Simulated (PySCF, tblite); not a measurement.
# C4H14SSi3: geometry, infrared bands and NMR shifts

What infrared bands and NMR shifts should C4H14SSi3 (`C/C=C\[SiH2][SiH2]SC[SiH3]`) show?

The runs use tblite 0.8.0 and PySCF 2.14.0, with density-fitted response routines of our own; the level of theory stands in each step. All values are computed, except where a source is named. Atoms are numbered from 0 throughout.

## 1. The molecule as given

22 atoms, charge 0, multiplicity 1; geometry from: force field or distance geometry start.

Bonds of the start (Å): C0–C1 1.49, C1–C2 1.36, C2–Si3 1.82, Si3–Si4 2.32, Si4–S5 2.16, S5–C6 1.82, C6–Si7 1.85, C0–H8 1.09, C0–H9 1.10, C0–H10 1.09, C1–H11 1.08, C2–H12 1.07, Si3–H13 1.48, Si3–H14 1.49, Si4–H15 1.49, Si4–H16 1.48, C6–H17 1.09, C6–H18 1.09, Si7–H19 1.49, Si7–H20 1.48, Si7–H21 1.49.

## 2. Relaxing the molecule with GFN2-xTB

Job settings and geometry (Å):

```
{"job": {"kind": "relax", "xc": "GFN2-xTB", "basis": "xTB"}, "charge": 0, "multiplicity": 1}
C     -2.902000     0.832700    -0.748200
C     -2.146300    -0.391200    -1.122700
C     -1.494200    -1.258800    -0.299100
Si    -1.334700    -1.244000     1.518100
Si     0.367500     0.170600     2.198600
S      2.223000    -0.274800     1.191200
C      2.054100     0.539500    -0.429200
Si     3.598700     0.290300    -1.424400
H     -2.460100     1.703000    -1.237700
H     -3.948500     0.739100    -1.089600
H     -2.936000     1.030100     0.325400
H     -2.119500    -0.608000    -2.181700
H     -1.004100    -2.104800    -0.743300
H     -2.618600    -0.838700     2.142900
H     -1.050400    -2.632800     1.973000
H      0.028200     1.585500     1.877100
H      0.599900     0.071000     3.659500
H      1.870800     1.600200    -0.277500
H      1.192700     0.118800    -0.948000
H      3.851800    -1.154300    -1.688200
H      4.782800     0.890800    -0.769100
H      3.434400     0.954800    -2.747200
```

Run with:

```sh
$ OMP_NUM_THREADS=1 python probes_run.py task.json out
```

The driver reads the jobs from task.json and runs them one after another.

**Question.** This job is followed by: GFN2-xTB harmonic vibrations, gas phase; GIAO PBE0/pcSseg-1 NMR shielding, non-relativistic, gas phase. What will the session give for the following? strongest single infrared mode (GFN2-xTB); zero-point energy (GFN2-xTB); ¹³C shifts against TMS (PBE0/pcSseg-1); ¹H shifts against TMS (PBE0/pcSseg-1, means over atoms taken as alike); ²⁹Si shifts against TMS (PBE0/pcSseg-1); ³³S shifts against CS2 (PBE0/pcSseg-1); surface potential, 1st and 99th percentile.

As calculated:

| quantity | value |
| --- | --- |
| strongest single infrared mode (GFN2-xTB) | 642 cm⁻¹, 572 km/mol |
| zero-point energy (GFN2-xTB) | 97.0 kcal/mol |
| ¹³C shifts against TMS (PBE0/pcSseg-1) | 159.9, 125.1, 24.9, 10.8 ppm |
| ¹H shifts against TMS (PBE0/pcSseg-1, means over atoms taken as alike) | 6.91, 6.06, 4.89, 4.31, 3.92, 2.06, 2.03 ppm |
| ²⁹Si shifts against TMS (PBE0/pcSseg-1) | -51.7, -69.7, -92.9 ppm |
| ³³S shifts against CS2 (PBE0/pcSseg-1) | -195 ppm |
| surface potential, 1st and 99th percentile | -1.08 V and 1.03 V |

What this shows: The optimisation took 130 steps and gained 0.261 eV; among the close pairs (by a distance rule), C2–Si3 changed most, from 1.824 to 1.888 Å. All 60 modes are real, so the xTB geometry is a minimum. The strongest single mode, at 642 cm⁻¹, is carried by H14, H13, H15. Unscaled tight-binding wavenumbers are off by several per cent, some by more. Its intensities can rank the bands wrongly. At PBE0/pcSseg-1: The widest tensor belongs to S5: span 358 ppm, with a paramagnetic part of -361 ppm. At PBE0/pcSseg-1, counted by nearest atom on the grid, the HOMO lies on S5 68 %, the LUMO on C1 21 %; C2 15 %.
